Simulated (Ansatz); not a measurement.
**BBrFH: up Jacob's ladder to CCSD(T)**

An exercise on one series of results from a longer session: the logs are not shown, and one member is left open.

Computed with Ansatz 0.2.0, Gaussian basis. Level: functionals in def2-TZVPP, the program's frozen cores in correlated methods.

Levels to be run: LDA (SPW92), PBE-D4, revPBE-D4, BLYP-D4, r2SCAN-D4, B97M-V, PBE0-D4, B3LYP-D4, r2SCANh-D4, r2SCAN0-D4, HSE06-D4, BHLYP-D4, CAM-B3LYP-D4, LC-ωPBE, ωB97X-V, ωB97M-V, B2PLYP, PBE-QIDH; CCSD(T)/def2-SVP; CCSD(T)/def2-TZVPP; CCSD(T)/def2-QZVPP; extrapolation to the limit; RPA on PBE.

## The geometry

The geometry comes from an earlier relaxation with PBE0-D4 in a triple-zeta def2 set; it is a stationary point.

SMILES `FBBr`, 4 atoms, charge 0, spin multiplicity 1.

Atoms are counted from 1 here; the program's logs count them from 0.

Bond lengths: F1–B2 1.309 Å, B2–Br3 1.905 Å, B2–H4 1.190 Å. Angles: F1–B2–Br3 119.0°, F1–B2–H4 120.7°, Br3–B2–H4 120.3°.

The first run:

in.yaml

```yaml
crystal:
  periodic: [false, false, false]
  atoms:
    - {symbol: F, position_ang: [1.121629, -0.276785, -0.774255]}
    - {symbol: B, position_ang: [0.103177, -0.153364, 0.038134]}
    - {symbol: Br, position_ang: [-1.091989, 1.312165, -0.194371]}
    - {symbol: H, position_ang: [-0.077317, -0.942317, 0.910191]}
basis:
  gaussian: {orbitals: def2-TZVPP}
hamiltonian: {xc: lda}
output: {orbitals: {seedname: orbitals}}
```

Run with:

```sh
ansatz run in.yaml --threads 2 --pin off --events-out ev --progress --plain --max-ram 32768MiB --backend cpu
```

Among the steps run: LDA; PBE-D4 (GGA); revPBE-D4 (GGA); BLYP-D4 (GGA); r2SCAN-D4 (meta-GGA); B97M-V (meta-GGA); PBE0-D4 (hybrid); B3LYP-D4 (hybrid); r2SCANh-D4 (hybrid); r2SCAN0-D4 (hybrid); HSE06-D4 (hybrid); BHLYP-D4 (hybrid); CAM-B3LYP-D4 (range-separated); LC-ωPBE (range-separated); ωB97X-V (range-separated); ωB97M-V (range-separated); B2PLYP (double hybrid); PBE-QIDH (double hybrid).

One table of the session follows, with a row left open; its other results are not shown here.

It belongs to the step «Orbital energies across the functionals». 

| functional | HOMO (eV) | gap (eV) |
| --- | --- | --- |
| LDA (SPW92) | -7.62 | 5.06 |
| PBE-D4 | -7.46 | 5.20 |
| revPBE-D4 | -7.40 | 5.26 |
| BLYP-D4 | -7.29 | 5.18 |
| r2SCAN-D4 | -7.79 | 5.88 |
| B97M-V | ? | ? |
| PBE0-D4 | -8.78 | 7.50 |
| B3LYP-D4 | -8.51 | 7.00 |
| r2SCANh-D4 | -8.27 | 6.70 |
| r2SCAN0-D4 | -8.99 | 7.94 |
| HSE06-D4 | -8.38 | 6.72 |
| BHLYP-D4 | -9.93 | 9.70 |
| CAM-B3LYP-D4 | -10.12 | 9.97 |
| LC-ωPBE | -11.54 | 12.60 |
| ωB97X-V | -11.16 | 12.14 |
| ωB97M-V | -11.02 | 11.79 |

**Question.** Estimate the row for B97M-V.

**Answer.** HOMO (eV): -7.86; gap (eV): 5.96. In the column «HOMO (eV)» it lies between r2SCANh-D4 (-8.27) and r2SCAN-D4 (-7.79).
